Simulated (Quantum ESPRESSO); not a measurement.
Something may be wrong with this Quantum ESPRESSO 7.5 calculation of Sc2B3.

File pw.in:

```
&CONTROL
  calculation = 'scf'
  prefix = 'pwscf'
  outdir = './tmp'
  pseudo_dir = './pseudo'
  tprnfor = .true.
  tstress = .true.
  disk_io = 'low'
/
&SYSTEM
  ibrav = 0
  nat = 5
  ntyp = 2
  ecutwfc = 78
  nbnd = 23
  occupations = 'smearing'
  smearing = 'mp'
  degauss = 0.00367493
  vdw_corr = 'grimme-d3'
  dftd3_version = 3
/
&ELECTRONS
  conv_thr = 1d-09
  electron_maxstep = 80
  mixing_beta = 0.5
/
ATOMIC_SPECIES
Sc    44.9559 Sc.upf
B     10.8100 B.upf
CELL_PARAMETERS angstrom
   2.6229114900   -1.5152200400    0.0000000000
   2.6229114900    1.5152200400    0.0000000000
  -0.0216457700    0.0000000000    7.5158368500
ATOMIC_POSITIONS angstrom
Sc     0.6668480600    0.6668480600    0.3103706900
Sc     0.3331519400    0.3331519400    0.6896293100
B      0.0000000000    0.0000000000    0.5000000000
B      0.6681968600    0.6681968600    0.8236547200
B      0.3318031400    0.3318031400    0.1763452800
K_POINTS automatic
10 10 4 0 0 0
```

Potentials or basis: PseudoDojo 0.5 SR PBE standard.

Command:

```bash
$ OMP_NUM_THREADS=1 pw.x -in pw.in > pw.out
```

pw.out:

```text
This program is part of the open-source Quantum ESPRESSO suite
     for quantum simulation of materials; please cite
         "P. Giannozzi et al., J. Phys.:Condens. Matter 21 395502 (2009);
         "P. Giannozzi et al., J. Phys.:Condens. Matter 29 465901 (2017);
         "P. Giannozzi et al., J. Chem. Phys. 152 154105 (2020);
     in publications or presentations arising from this work. More details at

     G-vector sticks info
     --------------------
     sticks:   dense  smooth     PW     G-vecs:    dense   smooth      PW
     Sum         703     703    211                37497    37497    6449

     Using Slab Decomposition

     bravais-lattice index     =            0
     lattice parameter (alat)  =       5.7242  a.u.
     unit-cell volume          =     403.1469 (a.u.)^3
     number of atoms/cell      =            5
     number of atomic types    =            2
     number of electrons       =        31.00
     number of Kohn-Sham states=           23
     kinetic-energy cutoff     =      78.0000  Ry
     charge density cutoff     =     312.0000  Ry
     scf convergence threshold =      1.0E-09
[... 60 lines left out ...]
         atom   Coordination number   C6
         B          0.000           214.36
         B          0.971           150.74
         B          1.944           106.23
         B          2.913            62.89
         B          4.586            56.06
         Sc         0.000          3044.94
         Sc         1.863           649.01
         Sc         2.900           627.97

       Values used:

         atom   Coordination number  R0_AB[au]  C6      C8
         Sc        20.181            3.676    627.97  82273.04
         Sc        19.816            3.676    627.97  82273.04
         B          8.743            3.039     56.06   2233.91
         B          7.617            3.039     56.06   2233.91
         B          7.290            3.039     56.06   2233.91

         Molecular C6 ( Ry / a.u.^6 ) =      5207.82

     number of k points=   204  Methfessel-Paxton smearing, width (Ry)=  0.0037

     Number of k-points >= 100: set verbosity='high' to print them.

     Dense  grid:    37497 G-vectors     FFT dimensions: (  36,  36,  80)

     Initial potential from superposition of free atoms

     starting charge      30.9940, renormalised to      31.0000
     Starting wfcs are   32 randomized atomic wfcs

     Self-consistent Calculation

     iteration #  1     ecut=    78.00 Ry     beta= 0.50
     Davidson diagonalization with overlap
     ethr =  1.00E-02,  avg # of iterations =  8.4

     total energy              =     -48.24651865 Ry
     estimated scf accuracy    <      89.41366893 Ry
[... 75 lines left out ...]
     total energy              =     -68.53273649 Ry
     estimated scf accuracy    <          4.9E-09 Ry

     iteration # 13     ecut=    78.00 Ry     beta= 0.50
     Davidson diagonalization with overlap
```

How did it end, and where is the flaw?

The run was cut off at its time limit. The input holds a flaw that was put in on purpose: fractional positions marked angstrom.
